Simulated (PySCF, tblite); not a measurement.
# C₅H₁₁O₂ radical: geometry, infrared bands and EPR parameters

Wanted: the infrared bands and EPR parameters of C₅H₁₁O₂ radical (`COCO[C](C)C`), by calculation.

Computed with tblite 0.8.0 and PySCF 2.14.0, with density-fitted response routines of our own, on a single molecule in the gas phase. Atoms count from 0, in the outputs and in this text.

## (1) The molecule as given

18 atoms, charge 0, multiplicity 2; geometry from: force field or distance geometry start.

Bonds of the start (Å): C0–O1 1.43, O1–C2 1.42, C2–O3 1.44, O3–C4 1.38, C4–C5 1.49, C4–C6 1.49, C0–H7 1.09, C0–H8 1.10, C0–H9 1.08, C2–H10 1.10, C2–H11 1.10, C5–H12 1.10, C5–H13 1.09, C5–H14 1.09, C6–H15 1.10, C6–H16 1.10, C6–H17 1.09.

## (2) Geometry optimisation with GFN2-xTB

The job: settings as JSON, then the geometry in Å.

```
{"job": {"kind": "relax", "xc": "GFN2-xTB", "basis": "xTB"}, "charge": 0, "multiplicity": 2}
C      2.853200     0.338500     0.976700
O      2.445100    -0.223600    -0.272200
C      1.092600    -0.647000    -0.239000
O      0.199200     0.478100    -0.119800
C     -1.136000     0.161800     0.059200
C     -2.015600     1.292800     0.470400
C     -1.740900    -1.043400    -0.579800
H      2.713800    -0.370700     1.797400
H      2.288400     1.254800     1.183100
H      3.902100     0.594300     0.919200
H      0.894200    -1.148100    -1.198800
H      0.932100    -1.363500     0.577000
H     -1.434100     2.079700     0.976700
H     -2.766800     0.944400     1.175800
H     -2.515300     1.740800    -0.392800
H     -2.822000    -1.083900    -0.374900
H     -1.307200    -1.960300    -0.163700
H     -1.591700    -1.038500    -1.659500
```

Launch:

```console
> OMP_NUM_THREADS=1 python probes_run.py task.json out
```

The driver reads the jobs from task.json and runs them one after another.

**Question.** This job is followed by: GFN2-xTB harmonic vibrations, gas phase; UKS B3LYP, pcH-1 on C H O, non-relativistic, mean-field spin-orbit, GIAO. Predict these results of the whole session: strongest single infrared mode (GFN2-xTB); zero-point energy (GFN2-xTB); g(iso) (B3LYP); ⟨S²⟩; largest a(iso) (averaged by class); potential on the surface of density 0.002 e/bohr³, 1st and 99th percentile.

As calculated:

| quantity | value |
| --- | --- |
| strongest single infrared mode (GFN2-xTB) | 1307 cm⁻¹, 195 km/mol |
| zero-point energy (GFN2-xTB) | 94.7 kcal/mol |
| g(iso) (B3LYP) | 2.00310 |
| ⟨S²⟩ | 0.754 (exact 0.75) |
| largest a(iso) (averaged by class) | 13C on C4, 155.9 MHz |
| potential on the surface of density 0.002 e/bohr³, 1st and 99th percentile | -1.40 V and 0.79 V |

In words: The optimisation took 66 steps and gained 0.108 eV; among the close pairs (by a distance rule), C2–O3 changed most, from 1.442 to 1.400 Å. All 48 modes are real, so the xTB geometry is a minimum. The strongest single mode, at 1307 cm⁻¹, moves mainly C4. Unscaled tight-binding wavenumbers are off by several per cent, some by more. Its intensities can rank the bands wrongly. Most of the unpaired spin sits on C4 (0.86 e). The isotropic g lies 0.8 ppt above the free-electron value. These values are for one conformer; the search (at its own cheap level) found 2 more, at 0.60, 3.94 kcal/mol, and measured spectra average over such forms.
